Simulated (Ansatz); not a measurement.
# SrBeF4: a short molecular-dynamics run

A trajectory of SrBeF4, an element-swapped structure with 12 atoms that was not relaxed first: 20 steps of 3 fs under a Langevin thermostat at 2000 K.

Program: Ansatz 0.2.0. Level of theory: DFT LDA, plane waves, PAW, scalar-relativistic, no spin polarisation. These are calculated values, not measurements.

The cell holds 12 atoms (Be2F8Sr2): a = 5.549 Å, b = 5.549 Å, c = 6.627 Å, α = 65.25°, β = 65.25°, γ = 90.00°.

As a file:

```cif
data_structure
_symmetry_space_group_name_H-M 'P 1'
_symmetry_Int_Tables_number 1
_cell_length_a 5.5487
_cell_length_b 5.5487
_cell_length_c 6.6268
_cell_angle_alpha 65.250
_cell_angle_beta 65.250
_cell_angle_gamma 90.000
_cell_volume 164.42
loop_
_atom_site_label
_atom_site_type_symbol
_atom_site_fract_x
_atom_site_fract_y
_atom_site_fract_z
_atom_site_occupancy
Be1 Be 0.00000 0.00000 0.00000 1
Be2 Be 0.50000 0.50000 0.00000 1
F1 F 0.44240 0.44240 0.75240 1
F2 F 0.55760 0.19480 0.24760 1
F3 F 0.80520 0.80520 0.75240 1
F4 F 0.19480 0.55760 0.24760 1
F5 F 0.94240 0.30520 0.75240 1
F6 F 0.05760 0.05760 0.24760 1
F7 F 0.30520 0.94240 0.75240 1
F8 F 0.69480 0.69480 0.24760 1
Sr1 Sr 0.75000 0.25000 0.50000 1
Sr2 Sr 0.25000 0.75000 0.50000 1
```

The structure above is the start of the run; the results belong to its end.

```
                             quantity                             value
                               length                  20 steps of 3 fs
     temperature, first and last step                   1833 and 1893 K
             temperature, second half  mean 2256 K, from 1710 to 2823 K
        potential energy, second half       -98 meV/atom from the start
mean square displacement, second half    F 0.313, Be 0.073, Sr 0.025 Å²
```

What this shows: Against a set 2000 K the second half averages 2256 K with a spread of 354 K (in equilibrium 12 atoms would scatter by about 471 K, over a far longer run). The farthest move is 0.77 Å against a mean nearest distance of 1.9 Å: a large displacement, and the run is too short to tell whether atoms leave their places. A run of 60 fs with 12 atoms shows the motion but fixes no equilibrium value.

Which input would start the first run of this session?

The input that was used; it is not the only one that fits:

input.yaml

```yaml
crystal:
  lattice:
    - [0.0, 5.548746, 0.0]
    - [5.548746, 0.0, 0.0]
    - [2.774373, 2.774373, -5.340412]
  atoms:
    - { symbol: Be, position: [0.0, 0.0, 0.0] }
    - { symbol: Be, position: [0.5, 0.5, 0.0] }
    - { symbol: F, position: [0.4424, 0.4424, 0.7524] }
    - { symbol: F, position: [0.5576, 0.1948, 0.2476] }
    - { symbol: F, position: [0.8052, 0.8052, 0.7524] }
    - { symbol: F, position: [0.1948, 0.5576, 0.2476] }
    - { symbol: F, position: [0.9424, 0.3052, 0.7524] }
    - { symbol: F, position: [0.0576, 0.0576, 0.2476] }
    - { symbol: F, position: [0.3052, 0.9424, 0.7524] }
    - { symbol: F, position: [0.6948, 0.6948, 0.2476] }
    - { symbol: Sr, position: [0.75, 0.25, 0.5] }
    - { symbol: Sr, position: [0.25, 0.75, 0.5] }
kpoints:
  mp_grid: { grid: [3, 3, 3] }
magnetization:
  spin_polarized: false
scf:
  occupations: { method: fermi_dirac, width: 0.05 }
hamiltonian:
  pseudopotentials: { kind: paw }
  xc: lda
basis:
  ecutwfc: 420
md:
  timestep: 3.0
  n_steps: 20
  ensemble: nvt_langevin
  temperature: 2000.0
  initial_velocities: maxwell_boltzmann
  seed: 604331
```

The run is started by

```
$ ansatz run input.yaml --threads 2 --pin off --max-ram 2560MiB --backend cpu --events-out ev --progress --plain --runs-dir out
```
